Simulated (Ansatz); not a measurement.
# C2H5GeSb: small, medium and large basis sets

The task here is to estimate one member of a computed series from the others.

Computed with Ansatz 0.2.0, Gaussian basis. Level: one geometry, several basis sets.

Plan: PBE0-D4/def2-SVP; ωB97M-V/def2-SVP; PBE0-D4/def2-QZVPP; ωB97M-V/def2-QZVPP; the functionals' def2-TZVPP values are taken from earlier runs.

**The geometry**

The geometry comes from an earlier relaxation with PBE0-D4 in a triple-zeta def2 set; it is a stationary point, not always the lowest conformer. Sb takes the def2 core potential; no spin-orbit term is included.

SMILES `C#[C][GeH2][SbH2]`, 9 atoms, charge 0, spin multiplicity 1.

Atoms are counted from 1 here; the program's logs count them from 0.

Bond lengths: C1–C2 1.206 Å, C1–H5 1.066 Å, C2–Ge3 1.901 Å, Ge3–Sb4 2.621 Å, Ge3–H6 1.537 Å, Ge3–H7 1.535 Å, Sb4–H8 1.708 Å, Sb4–H9 1.710 Å. Angles: C2–C1–H5 179.4°, C1–C2–Ge3 177.3°, C2–Ge3–Sb4 106.9°, C2–Ge3–H6 108.0°, C2–Ge3–H7 108.2°, Sb4–Ge3–H6 110.3°, Sb4–Ge3–H7 113.5°, H6–Ge3–H7 109.8°, Ge3–Sb4–H8 90.5°, Ge3–Sb4–H9 90.8°, H8–Sb4–H9 91.2°.

Set-up of the first run:

in.yaml reads:

```yaml
crystal:
  periodic: [false, false, false]
  atoms:
    - {symbol: C, position_ang: [2.267884, -0.640775, -1.254336]}
    - {symbol: C, position_ang: [1.318144, -0.042208, -0.814287]}
    - {symbol: Ge, position_ang: [-0.197099, 0.829909, -0.067897]}
    - {symbol: Sb, position_ang: [-1.107749, -0.724586, 1.835342]}
    - {symbol: H, position_ang: [3.109366, -1.161822, -1.649899]}
    - {symbol: H, position_ang: [0.267396, 2.173451, 0.516694]}
    - {symbol: H, position_ang: [-1.211886, 1.076673, -1.193427]}
    - {symbol: H, position_ang: [-1.814575, -1.756636, 0.672679]}
    - {symbol: H, position_ang: [-2.542979, 0.199694, 1.938132]}
basis:
  gaussian: {orbitals: def2-SVP}
hamiltonian: {xc: pbe0, dispersion: d4}
output: {orbitals: {seedname: orbitals}}
```

Among the steps run: PBE0-D4 in def2-SVP; ωB97M-V in def2-SVP; PBE0-D4 in def2-QZVPP; ωB97M-V in def2-QZVPP.

One table of the session follows, with a row left open; its other results are not shown here.

It belongs to the step «Functionals by basis». 

```
functional       basis  HOMO (eV)
   PBE0-D4    def2-SVP      -7.17
   PBE0-D4  def2-TZVPP      -7.22
   PBE0-D4  def2-QZVPP      -7.23
   ωB97M-V    def2-SVP          ?
   ωB97M-V  def2-TZVPP      -9.19
   ωB97M-V  def2-QZVPP      -9.19
```

Estimate the missing values for ωB97M-V, def2-SVP.

The run gave: HOMO (eV): -9.10. In the column «HOMO (eV)» it lies between ωB97M-V, def2-QZVPP (-9.19) and PBE0-D4, def2-QZVPP (-7.23).
